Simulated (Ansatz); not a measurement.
# GaSb3: the cost of one run

Program: Ansatz 0.2.0. Level of theory: DFT PBE, scalar-relativistic, plane waves, PAW, unless a step names another level. These are calculated values, not measurements.

2 further runs of the same task are left out: 2 set aside as unsound or not needed. Runs told in other sessions of the task aren't counted.

### Step 1. The starting structure

It takes space group Im-3m (No. 229, cubic). Conventional cell: a = 6.039 Å, b = 6.039 Å, c = 6.039 Å, α = 90.00°, β = 90.00°, γ = 90.00°. Ga (site symmetry m-3m) has 6 Sb at 3.02 Å in its first shell of neighbours. Sb (site symmetry 4/mmm) has 2 Ga at 3.02 Å and 4 Sb at 3.02 Å in its first shell of neighbours.

Coordinates:

```cif
data_structure
_symmetry_space_group_name_H-M 'P 1'
_symmetry_Int_Tables_number 1
_cell_length_a 5.2301
_cell_length_b 5.2301
_cell_length_c 5.2301
_cell_angle_alpha 109.471
_cell_angle_beta 109.471
_cell_angle_gamma 109.471
_cell_volume 110.13
loop_
_atom_site_label
_atom_site_type_symbol
_atom_site_fract_x
_atom_site_fract_y
_atom_site_fract_z
_atom_site_occupancy
Ga1 Ga 0.00000 0.00000 0.00000 1
Sb1 Sb 0.00000 0.50000 0.50000 1
Sb2 Sb 0.50000 0.00000 0.50000 1
Sb3 Sb 0.50000 0.50000 0.00000 1
```

It came out lowest among 24 distinct ends of the trial cells. At a tolerance of 0.05 Å it has space group Im-3m (No. 229).

### Step 2. Tight relaxation for the response runs, on the response runs' mesh and smearing

input.yaml

```yaml
crystal:
  lattice:
    - [-3.0195739721, 3.0195739721, 3.0195739721]
    - [3.0195739721, -3.0195739721, 3.0195739721]
    - [3.0195739721, 3.0195739721, -3.0195739721]
  atoms:
    - { symbol: Ga, position: [0.0, 0.0, 0.0] }
    - { symbol: Sb, position: [0.0, 0.5, 0.5] }
    - { symbol: Sb, position: [0.5, 0.0, 0.5] }
    - { symbol: Sb, position: [0.5, 0.5, 0.0] }
basis:
  ecutwfc: 420
kpoints:
  mp_grid: { grid: [8, 8, 8] }
hamiltonian:
  xc: pbe
scf:
  occupations: { method: gaussian, width: 0.1 }
output:
  forces: true
  stress: true
  eigenvalues: true
relax:
  adjacent_minimum: "off"
  f_tol: 0.001
  max_steps: 60
  cell: { stress_tol: 0.01 }
```

Run with:

```sh
ansatz run input.yaml --threads 3 --pin off --max-ram 7680MiB --backend cpu --events-out ev --progress --plain --runs-dir out
```

What time and memory should one allow on 3 threads of Arm Neoverse V2, shared host?

About 5.4 s, with a peak of 0.46 GiB.
